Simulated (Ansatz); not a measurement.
# Rb4SrSn: the cost of one run

Computed with Ansatz 0.2.0 (DFT PBE, scalar-relativistic, plane waves, PAW, unless a step's input says otherwise).

3 further runs of the same task are left out: 2 that didn't finish, 1 set aside as unsound or not needed.

## Step 1: The system as given

Symmetry: F-43m, No. 216, cubic system. Conventional cell: a = 9.384 Å, b = 9.384 Å, c = 9.384 Å, α = 90.00°, β = 90.00°, γ = 90.00°. Rb (site symmetry 3m) is surrounded by 6 Rb at 3.31 to 3.33 Å. Around Sr (site symmetry -43m) lie 12 Rb at 3.89 Å and 4 Sn at 4.06 Å. Sn (site symmetry -43m) is surrounded by 12 Rb at 3.89 Å and 4 Sr at 4.06 Å.

Coordinates:

```
Rb Sr Sn
1.0
     0.00000    4.69204    4.69204
     4.69204    0.00000    4.69204
     4.69204    4.69204    0.00000
Rb Sr Sn
4 1 1
Direct
  0.37534 0.37534 0.87397
  0.87397 0.37534 0.37534
  0.37534 0.87397 0.37534
  0.37534 0.37534 0.37534
  0.00000 0.00000 0.00000
  0.75000 0.75000 0.75000
```

The cell is invented: species swapped into a database cell of TbInCu4 (F-43m, No. 216), with Sr on the Tb sites, Sn on the In sites and Rb on the Cu sites. The dimensions are guesses.

## Step 2: A first look at the guess

input.yaml

```yaml
crystal:
  lattice:
    - [0.0, 4.69203933, 4.69203933]
    - [4.69203933, 0.0, 4.69203933]
    - [4.69203933, 4.69203933, 0.0]
  atoms:
    - { symbol: Rb, position: [0.37534295, 0.37534295, 0.87397116] }
    - { symbol: Rb, position: [0.87397116, 0.37534295, 0.37534295] }
    - { symbol: Rb, position: [0.37534295, 0.87397116, 0.37534295] }
    - { symbol: Rb, position: [0.37534295, 0.37534295, 0.37534295] }
    - { symbol: Sr, position: [0.0, 0.0, 0.0] }
    - { symbol: Sn, position: [0.75, 0.75, 0.75] }
basis:
  ecutwfc: 420
kpoints:
  mp_grid: { grid: [4, 4, 4] }
hamiltonian:
  xc: pbe
scf:
  occupations: { method: gaussian, width: 0.1 }
  lower_state_search: "off"
output:
  forces: true
  stress: true
  eigenvalues: true
```

Launch:

```bash
ansatz run input.yaml --threads 1 --pin off --max-ram 2560MiB --backend cpu --events-out ev --progress --plain --runs-dir out
```

What time and memory should one allow on 1 thread of Arm Neoverse V2, shared host?

About 4.7 s, with a peak of 0.38 GiB.
